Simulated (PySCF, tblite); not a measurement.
**C₆H₉ClSi: geometry, infrared bands and NMR shifts**

Aim: predict the infrared bands and NMR shifts of C₆H₉ClSi (`C=CCC#C[SiH2]CCl`).

The runs use tblite 0.8.0 and PySCF 2.14.0, with density-fitted response routines of our own; the level of theory stands in each step. All values are computed, except where a source is named. Atoms count from 0, in the outputs and in this text.

### Step 1. The molecule as given

17 atoms, charge 0, multiplicity 1; geometry from: force field or distance geometry start.

Bonds of the start (Å): C0–C1 1.34, C1–C2 1.50, C2–C3 1.46, C3–C4 1.20, C4–Si5 1.87, Si5–C6 1.84, C6–Cl7 1.79, C0–H8 1.09, C0–H9 1.09, C1–H10 1.09, C2–H11 1.10, C2–H12 1.11, Si5–H13 1.49, Si5–H14 1.50, C6–H15 1.10, C6–H16 1.10.

### Step 2. Relaxing the molecule with GFN2-xTB

The job: settings as JSON, then the geometry in Å.

```
{"job": {"kind": "relax", "xc": "GFN2-xTB", "basis": "xTB"}, "charge": 0, "multiplicity": 1}
C     -3.437500    -0.277100     0.810600
C     -2.637000    -0.349000    -0.259800
C     -1.786900     0.776100    -0.765100
C     -0.374000     0.427000    -0.703600
C      0.790000     0.125900    -0.628300
Si     2.601300    -0.342400    -0.529600
C      2.931900    -1.465400     0.895000
Cl     4.666700    -1.880800     0.963900
H     -3.543200     0.637600     1.387700
H     -4.032000    -1.135200     1.134300
H     -2.571600    -1.295600    -0.796100
H     -2.082300     0.980900    -1.805400
H     -1.982800     1.699200    -0.188100
H      3.004700    -0.991100    -1.809100
H      3.403600     0.914500    -0.398600
H      2.368300    -2.402600     0.825800
H      2.673700    -0.998200     1.856400
```

Launch:

```
OMP_NUM_THREADS=1 python probes_run.py task.json out
```

One launch serves the whole session: the jobs run in the order shown.

Output:

```text
step      E/eV     max force
  0    -642.29974    2.342
  1    -642.38213    1.240
  2    -642.39108    2.052
  3    -642.40956    0.681
  4    -642.41544    0.351
  5    -642.41911    0.145
  6    -642.42293    0.115
  7    -642.42422    0.098
  8    -642.42545    0.071
  9    -642.42638    0.086
 10    -642.42748    0.093
 11    -642.42854    0.093
 12    -642.42946    0.069
 13    -642.42998    0.051
 14    -642.43023    0.032
 15    -642.43036    0.037
 16    -642.43045    0.027
 17    -642.43054    0.023
 18    -642.43061    0.020
 19    -642.43068    0.024
 20    -642.43076    0.023
 21    -642.43086    0.027
 22    -642.43095    0.026
 23    -642.43104    0.023
 24    -642.43112    0.021
 25    -642.43119    0.019
 26    -642.43126    0.020
 27    -642.43133    0.021
 28    -642.43138    0.020
 29    -642.43143    0.019
 30    -642.43149    0.020
 31    -642.43158    0.033
 32    -642.43172    0.048
 33    -642.43189    0.050
 34    -642.43204    0.035
 35    -642.43217    0.025
 36    -642.43229    0.034
 37    -642.43242    0.035
 38    -642.43255    0.032
 39    -642.43267    0.026
 40    -642.43279    0.022
 41    -642.43290    0.029
 42    -642.43298    0.027
 43    -642.43304    0.016
 44    -642.43307    0.014
 45    -642.43310    0.018
 46    -642.43314    0.017
 47    -642.43318    0.017
 48    -642.43321    0.014
 49    -642.43323    0.012
 50    -642.43325    0.013
 51    -642.43327    0.013
 52    -642.43329    0.010
```

Wall time 0.71 s (1 thread of Arm Neoverse N1, shared host).

The steps of the relaxation: (not every step is listed)

| step | energy from step 0 (eV) | largest force (eV/Å) |
| --- | --- | --- |
| 0 | 0.0000 | 2.3422 |
| 1 | -0.0824 | 1.2398 |
| 2 | -0.0913 | 2.0524 |
| 3 | -0.1098 | 0.6806 |
| 4 | -0.1157 | 0.3513 |
| 5 | -0.1194 | 0.1450 |
| 6 | -0.1232 | 0.1146 |
| 7 | -0.1245 | 0.0980 |
| 8 | -0.1257 | 0.0710 |
| 11 | -0.1288 | 0.0927 |
| 14 | -0.1305 | 0.0320 |
| 17 | -0.1308 | 0.0230 |
| 20 | -0.1310 | 0.0226 |
| 23 | -0.1313 | 0.0235 |
| 26 | -0.1315 | 0.0203 |
| 29 | -0.1317 | 0.0186 |
| 32 | -0.1320 | 0.0477 |
| 35 | -0.1324 | 0.0247 |
| 38 | -0.1328 | 0.0319 |
| 41 | -0.1332 | 0.0294 |
| 44 | -0.1333 | 0.0137 |
| 47 | -0.1334 | 0.0171 |
| 48 | -0.1335 | 0.0140 |
| 49 | -0.1335 | 0.0124 |
| 50 | -0.1335 | 0.0130 |
| 51 | -0.1335 | 0.0127 |
| 52 | -0.1336 | 0.0099 |

Distances of close pairs at the start and the end, largest changes first:

| bond | before (Å) | after (Å) | change (Å) |
| --- | --- | --- | --- |
| Si5–C6 | 1.844 | 1.915 | +0.071 |
| Si5–H14 | 1.497 | 1.465 | -0.032 |
| C4–Si5 | 1.873 | 1.844 | -0.029 |
| Si5–H13 | 1.490 | 1.465 | -0.025 |
| C0–C1 | 1.339 | 1.319 | -0.020 |
| C0–H9 | 1.093 | 1.077 | -0.016 |
| C2–H12 | 1.106 | 1.093 | -0.013 |
| C6–H16 | 1.100 | 1.088 | -0.012 |

The final coordinates are the input of the step that follows.

### Step 3. Infrared spectrum with GFN2-xTB

The job: settings as JSON, then the geometry in Å.

```
{"job": {"kind": "ir", "xc": "GFN2-xTB", "basis": "xTB"}, "charge": 0, "multiplicity": 1}
C     -3.424736    -0.289618     0.800798
C     -2.592982    -0.380975    -0.218418
C     -1.762166     0.761357    -0.730161
C     -0.350887     0.428871    -0.695585
C      0.815925     0.126877    -0.652661
Si     2.613573    -0.284111    -0.621616
C      2.849726    -1.442669     0.884816
Cl     4.571945    -1.902427     1.017336
H     -3.560974     0.632194     1.343549
H     -4.009733    -1.129245     1.135894
H     -2.463105    -1.315272    -0.748313
H     -2.039647     0.978892    -1.768008
H     -1.935779     1.657903    -0.128770
H      3.000064    -1.006978    -1.835482
H      3.413604     0.925561    -0.416378
H      2.286708    -2.369284     0.797454
H      2.581466    -0.967233     1.825636
```

Output:

```text
mode    cm-1     km/mol
  1       8.4      0.42
  2      34.0      0.09
  3      44.9      1.59
  4      67.2      0.36
  5     117.4      2.34
  6     160.9      4.57
  7     187.7      1.41
  8     233.9      8.58
  9     312.8      1.42
 10     394.1      6.68
 11     421.5      1.18
 12     460.0     68.38
 13     544.3     14.67
 14     545.2     11.12
 15     658.3     40.35
 16     674.4     28.35
 17     709.8    373.75
 18     740.3     63.52
 19     759.0    137.66
 20     769.0    192.95
 21     887.8      9.21
 22     903.9      3.45
 23     941.4     12.43
 24    1020.5     15.78
 25    1084.8     11.08
 26    1094.6      6.11
 27    1106.4      1.56
 28    1169.0      5.01
 29    1192.6      0.18
 30    1255.8      0.68
 31    1295.9      4.26
 32    1412.3      3.16
 33    1427.5      3.78
 34    1438.5      6.29
 35    1717.3     18.38
 36    2243.0    360.80
 37    2251.4    158.41
 38    2313.1    254.09
 39    2922.5     23.08
 40    2960.7     21.41
 41    2994.3     12.52
 42    2996.5      6.34
 43    3064.1     27.75
 44    3095.4     25.93
 45    3124.4     47.67
```

Run time: 1.1 s. Hardware: 1 thread of Arm Neoverse N1, shared host.

Which atoms move in the most intense modes:

| cm⁻¹ | km/mol | atoms |
| --- | --- | --- |
| 460 | 68.4 | H13 34 %, H14 34 %, Si5 13 % |
| 710 | 373.8 | H13 34 %, H14 33 %, Si5 16 % |
| 740 | 63.5 | H15 30 %, H16 30 %, C6 26 % |
| 759 | 137.7 | C6 52 %, Si5 13 % |
| 769 | 192.9 | H13 40 %, H14 40 % |
| 2243 | 360.8 | H14 49 %, H13 47 % |
| 2251 | 158.4 | H13 50 %, H14 48 % |
| 2313 | 254.1 | C3 52 %, C4 47 % |

### Step 4. NMR shieldings: PBE0/pcSseg-1

Settings changed since step 3:

```diff
@@ -1,2 +1,2 @@
-{"job": {"kind": "ir", "xc": "GFN2-xTB", "basis": "xTB"}, "charge": 0, "multiplicity": 1}
+{"job": {"kind": "nmr", "xc": "PBE0", "basis": "pcSseg-1"}, "charge": 0, "multiplicity": 1}
 C     -3.424736    -0.289618     0.800798
```

Method: GIAO PBE0/pcSseg-1 NMR shielding, non-relativistic, gas phase.

Output:

```text
coarse grid: 15344 points
cycle   1  E = -982.9473140084  dE =  7.824e-01  |g| = 4.400e-01  |ddm| = 3.893e+00
cycle   2  E = -982.9480529974  dE = -7.390e-04  |g| = 4.425e-01  |ddm| = 1.001e+00
cycle   3  E = -982.9942646451  dE = -4.621e-02  |g| = 1.399e-01  |ddm| = 5.146e-01
cycle   4  E = -982.9986547917  dE = -4.390e-03  |g| = 4.829e-02  |ddm| = 1.328e-01
cycle   5  E = -982.9992324751  dE = -5.777e-04  |g| = 1.027e-02  |ddm| = 4.897e-02
cycle   6  E = -982.9992564267  dE = -2.395e-05  |g| = 3.297e-03  |ddm| = 1.103e-02
cycle   7  E = -982.9992589118  dE = -2.485e-06  |g| = 1.097e-03  |ddm| = 3.539e-03
final grid: 139272 points
cycle   8  E = -983.0474867141  dE = -3.359e-05  |g| = 7.765e-03  |ddm| = 4.286e-02
cycle   9  E = -983.0474803090  dE =  6.405e-06  |g| = 9.079e-03  |ddm| = 1.542e-02
cycle  10  E = -983.0475012619  dE = -2.095e-05  |g| = 1.922e-03  |ddm| = 8.492e-03
cycle  11  E = -983.0475020762  dE = -8.143e-07  |g| = 6.004e-04  |ddm| = 1.715e-03
cycle  12  E = -983.0475021548  dE = -7.866e-08  |g| = 1.950e-04  |ddm| = 5.562e-04
cycle  13  E = -983.0475021642  dE = -9.414e-09  |g| = 4.001e-05  |ddm| = 1.822e-04
cycle  14  E = -983.0475021646  dE = -3.340e-10  |g| = 1.719e-05  |ddm| = 4.820e-05
converged SCF energy = -983.0475021646

GIAO shielding tensors (ppm)
atom      isotropic    diamagn.    paramagn.     s11        s22        s33       span
  0 C       62.862     253.344    -190.483    -49.195     79.877    157.902    207.097
  1 C       45.118     257.240    -212.122    -76.154     56.758    154.750    230.904
  2 C      157.448     248.729     -91.281    143.698    156.665    171.980     28.282
  3 C       70.377     275.484    -205.107    -28.559    -26.281    265.971    294.530
  4 C      104.287     259.147    -154.860     24.932     26.311    261.619    236.688
  5 Si     417.422     882.654    -465.231    389.666    414.773    447.828     58.161
  6 C      155.544     251.631     -96.087    132.422    139.482    194.729     62.307
  7 Cl     934.533    1142.115    -207.582    830.802    864.543   1108.253    277.451
  8 H       26.302      30.990      -4.688     22.835     25.805     30.265      7.430
  9 H       26.331      28.570      -2.239     23.418     25.443     30.132      6.714
 10 H       25.640      31.850      -6.211     23.201     25.089     28.630      5.429
 11 H       28.428      28.318       0.110     23.825     27.625     33.834     10.010
 12 H       28.720      31.512      -2.792     24.653     28.273     33.234      8.581
 13 H       27.303      29.055      -1.752     23.613     26.455     31.841      8.228
 14 H       27.305      29.192      -1.888     23.567     26.448     31.899      8.333
 15 H       28.618      31.308      -2.690     22.418     28.376     35.059     12.641
 16 H       28.620      31.614      -2.994     22.451     28.417     34.992     12.542
```

It took 58 s on 1 thread of Arm Neoverse N1, shared host; peak memory 0.85 GiB.

The references, computed at this level on geometries of the same kind, shield at (ppm): 1H TMS 31.72, 13C TMS 186.9, 29Si TMS 349.2, 35Cl HCl 950. Their shielding less the atom's gives the shift. The references are single molecules in the gas phase. Atoms listed in one row are averaged.

| atoms | environment | σ (ppm) | δ (ppm) | δ scaled to CDCl3 |
| --- | --- | --- | --- | --- |
| C1 | alkene CH | 45.1 | 141.8 | 136.5 |
| C0 | terminal =CH2 carbon | 62.9 | 124.1 | 119.2 |
| C3 | alkyne carbon | 70.4 | 116.5 | 111.8 |
| C4 | alkyne carbon | 104.3 | 82.6 | 78.7 |
| C6 | sp3 CH2 bonded to Cl and Si | 155.5 | 31.4 | 28.7 |
| C2 | allylic sp3 CH2 | 157.4 | 29.5 | 26.9 |
| H10 | hydrogen on an alkene CH | 25.64 | 6.08 | 5.83 |
| H8 | hydrogen on a terminal =CH2 carbon | 26.30 | 5.42 | 5.21 |
| H9 | hydrogen on a terminal =CH2 carbon | 26.33 | 5.39 | 5.18 |
| H13, H14 | hydrogen on a silicon bonded to 2 C | 27.30 | 4.41 | – |
| H11, H12 | hydrogen on an allylic sp3 CH2 | 28.57 | 3.14 | 3.07 |
| H15, H16 | hydrogen on an sp3 CH2 bonded to Cl and Si | 28.62 | 3.10 | 3.03 |
| Si5 | silicon bonded to 2 C, 2 H | 417.4 | -68.3 | – |
| Cl7 | chlorine bonded to C | 935 | 15 | – |

The scaled column applies a straight-line fit of computed shieldings to shifts measured in CDCl3, with any fitted terms for Cl, Br or S neighbours (root-mean-square error 0.16 ppm for H, 1.9 ppm for C).

The run also stored atomic charges by several schemes (e):

| atoms | Mulliken | IAO | Hirshfeld | ESP fit |
| --- | --- | --- | --- | --- |
| C0 | -0.15 | -0.31 | -0.10 | -0.53 |
| C1 | -0.23 | -0.12 | -0.03 | -0.01 |
| C2 | -0.15 | -0.28 | -0.05 | -0.16 |
| C3 | 0.05 | 0.01 | -0.02 | 0.11 |
| C4 | -0.46 | -0.39 | -0.18 | -0.46 |
| Si5 | 0.70 | 0.80 | 0.35 | 0.62 |
| C6 | -0.50 | -0.53 | -0.12 | -0.45 |
| Cl7 | -0.18 | -0.11 | -0.08 | -0.15 |

Mayer bond orders: C0–C1 1.99, C1–C2 1.04, C2–C3 1.05, C3–C4 2.51, C4–Si5 1.00, Si5–C6 0.85, C6–Cl7 0.95.

### Step 5. Summary of results

| quantity | value |
| --- | --- |
| strongest single infrared mode (GFN2-xTB) | 710 cm⁻¹, 374 km/mol |
| zero-point energy (GFN2-xTB) | 76.8 kcal/mol |
| 13C shifts against TMS (PBE0/pcSseg-1) | 141.8, 124.1, 116.5, 82.6, 31.4, 29.5 ppm |
| 1H shifts against TMS (PBE0/pcSseg-1, means over atoms taken as alike) | 6.08, 5.42, 5.39, 4.41, 3.14, 3.10 ppm |
| 29Si shifts against TMS (PBE0/pcSseg-1) | -68.3 ppm |
| 35Cl shifts against HCl (PBE0/pcSseg-1) | 15 ppm |

In words: Relaxing lowered the energy by 0.134 eV in 52 steps; the close pair that moved most is Si5–C6, from 1.844 to 1.915 Å. No mode is imaginary among the 45: a minimum at this level. The strongest single mode, at 710 cm⁻¹, is carried by H13, H14, Si5. GFN2-xTB is a fitted tight-binding method: band positions and strengths are rough. Its intensities can rank the bands wrongly. C1 (alkene CH) lies farthest downfield among carbon, at 141.8 ppm; the olefinic region. H10 (hydrogen on an alkene CH) lies farthest downfield among hydrogen, at 6.08 ppm; a vinylic proton, deshielded by the sp2 carbon and the C=C anisotropy. At PBE0/pcSseg-1: The largest span, 295 ppm, is at C3, where the paramagnetic term is -205 ppm.
